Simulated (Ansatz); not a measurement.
# CH₆BGa: how energies converge with the basis set

How large a basis does CH₆BGa need? Two functionals are run in growing sets.

The runs use Ansatz 0.2.0, Gaussian basis; one geometry, several basis sets.

Plan: PBE0-D4/def2-SVP; ωB97M-V/def2-SVP; PBE0-D4/def2-QZVPP; ωB97M-V/def2-QZVPP; the functionals' def2-TZVPP values are taken from earlier runs.

**1. The geometry**

The geometry comes from an earlier relaxation with PBE0-D4/def2-TZVP; it is a stationary point, not always the lowest conformer.

9 atoms, charge 0, spin multiplicity 1.

Atoms are counted from 1 here; the program's logs count them from 0.

Bond lengths: B1–Ga2 2.069 Å, B1–H4 1.199 Å, B1–H5 1.199 Å, Ga2–C3 1.976 Å, Ga2–H6 1.583 Å, C3–H7 1.090 Å, C3–H8 1.094 Å, C3–H9 1.093 Å. Angles: Ga2–B1–H4 122.3°, Ga2–B1–H5 122.4°, H4–B1–H5 115.3°, B1–Ga2–C3 125.0°, B1–Ga2–H6 120.0°, C3–Ga2–H6 115.1°, Ga2–C3–H7 113.6°, Ga2–C3–H8 109.1°, Ga2–C3–H9 109.6°, H7–C3–H8 108.6°, H7–C3–H9 108.9°, H8–C3–H9 106.8°.

**2. PBE0-D4 in def2-SVP**

in.yaml

```yaml
crystal:
  periodic: [false, false, false]
  atoms:
    - {symbol: B, position_ang: [-1.123961, 0.868375, -1.440220]}
    - {symbol: Ga, position_ang: [0.141798, 0.646229, 0.181489]}
    - {symbol: C, position_ang: [0.722990, -1.085896, 0.935277]}
    - {symbol: H, position_ang: [-2.314554, 0.947545, -1.318770]}
    - {symbol: H, position_ang: [-0.718255, 0.934140, -2.567020]}
    - {symbol: H, position_ang: [0.724689, 1.924575, 0.911517]}
    - {symbol: H, position_ang: [0.266486, -1.948339, 0.449762]}
    - {symbol: H, position_ang: [1.810094, -1.169232, 0.844723]}
    - {symbol: H, position_ang: [0.490714, -1.117397, 2.003241]}
basis:
  gaussian: {orbitals: def2-SVP}
hamiltonian: {xc: pbe0, dispersion: d4}
output: {orbitals: {seedname: orbitals}}
```

Launch:

```
> ansatz run in.yaml --threads 2 --pin off --events-out ev --progress --plain --max-ram 20480MiB --backend cpu
```

After this run come: ωB97M-V in def2-SVP; PBE0-D4 in def2-QZVPP; ωB97M-V in def2-QZVPP.

Before running them: what should the planned runs give, taken together? Wanted: PBE0-D4: double and triple zeta above quadruple; ωB97M-V: double and triple zeta above quadruple.

As calculated:

| quantity | value |
| --- | --- |
| PBE0-D4: double and triple zeta above quadruple | 10.03, 1.30 eV |
| ωB97M-V: double and triple zeta above quadruple | 10.15, 1.26 eV |

For PBE0-D4 the step from double to triple zeta gains 8.74 eV and the next only 1.30 eV. These are total energies; as a rule much of such shifts cancels in differences, which this series doesn't test.
